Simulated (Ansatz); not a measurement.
## Ta3N under changes of volume

One of the cells (14.978 Å³/atom); the others are scaled copies at fixed shape and fractional positions:

```
Ta N
1.0
     3.03222    0.00000    0.00000
    -1.51611    2.62598    0.00000
     0.00000    0.00000    7.52414
Ta N
3 1
Direct
  0.66667 0.33333 0.82607
  0.33333 0.66667 0.17393
  0.00000 0.00000 0.50000
  0.00000 0.00000 0.00000
```

The cell comes from a database or a generator and needn't be the stable form of this composition.

| Property | Result |
| --- | --- |
| Program | Ansatz 0.2.0 |
| Functional | LDA |
| Potentials or basis | all-electron LAPW, scalar-relativistic |
| Cutoff | 336 eV (chosen from the basis error) |
| Basis error allowed | 0.002 eV/atom |
| k mesh | 10 × 10 × 4 |
| Occupations | fermi-dirac, width 0.05 eV |
| Spin | no spin polarisation |

```tsv
volume (Å³/atom)	energy over the lowest point (meV/atom)	pressure (GPa)	largest force (eV/Å)
14.079	0.00	2.3	0.123
14.379	1.22	-3.4	0.274
14.678	12.64	-8.6	0.411
14.978	?	?	?
15.277	62.00	-17.4	0.645
15.577	98.17	-21.2	0.745
15.877	140.97	-24.5	0.835
```

What does the run at 14.978 Å³/atom give?

Energy over the lowest point 33.22 meV/atom; pressure -13.3 GPa; largest force 0.534 eV/Å.

Worked out: A Birch-Murnaghan fit of order 3 (a polynomial in V^(-2/3)) to the other rows has its minimum at 14.19 Å³/atom with B0 = V·E''(V) = 277 GPa and B' = 4.2 at fixed shape and positions, which overstates the stiffness. It gives 33.26 meV/atom at 14.978 Å³/atom, against the run's 33.22, and -dE/dV = -13.3 GPa, against -13.3.

Energies are extrapolated to zero smearing.
